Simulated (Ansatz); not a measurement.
AlHg:

```
Al Hg
1.0
     0.00000    3.06853    3.06853
     3.06853    0.00000    3.06853
     3.06853    3.06853    0.00000
Al Hg
1 1
Direct
  0.00000 0.00000 0.00000
  0.75000 0.75000 0.75000
```

The cell was built by a generator and needn't be a form met in nature.

```yaml
Program: Ansatz 0.2.0
Task: relaxation of cell and atoms
Functional: PBEsol
Potentials_or_basis: Ansatz PAW
Cutoff: "420 eV (not typed: the program's choice for these potentials)"
k_mesh: 8 × 8 × 8
Occupations: fermi-dirac, width 0.05 eV
Spin: no spin polarisation
```

At the start: volume 28.89 Å³/atom.

Task: How do energy, volume and symmetry change on relaxing?

Result: It ends after 4 steps and the volume is 27.25 Å³/atom (-5.7 %); space group F-43m (No. 216, to 0.05 Å).

Step by step:
```
step  energy change (eV)  largest force (eV/Å)  volume (Å³)
   1              0.0000                0.0000        57.79
   2             -0.0223                0.0000        54.73
   3             -0.0224                0.0000        54.49
   4             -0.0219                0.0000        54.49
```

Final structure:
```cif
data_structure
_symmetry_space_group_name_H-M 'P 1'
_symmetry_Int_Tables_number 1
_cell_length_a 4.2555
_cell_length_b 4.2555
_cell_length_c 4.2555
_cell_angle_alpha 60.000
_cell_angle_beta 60.000
_cell_angle_gamma 60.000
_cell_volume 54.49
loop_
_atom_site_label
_atom_site_type_symbol
_atom_site_fract_x
_atom_site_fract_y
_atom_site_fract_z
_atom_site_occupancy
Al1 Al 0.00000 0.00000 0.00000 1
Hg1 Hg 0.75000 0.75000 0.75000 1
```

Caveat: the plane-wave basis is chosen anew once the cell has moved, so the energies of steps on either side of that aren't comparable; the PAW data sets come from PBE, with cores solved anew for the run's functional, which leaves a small shift of forces and pressure.
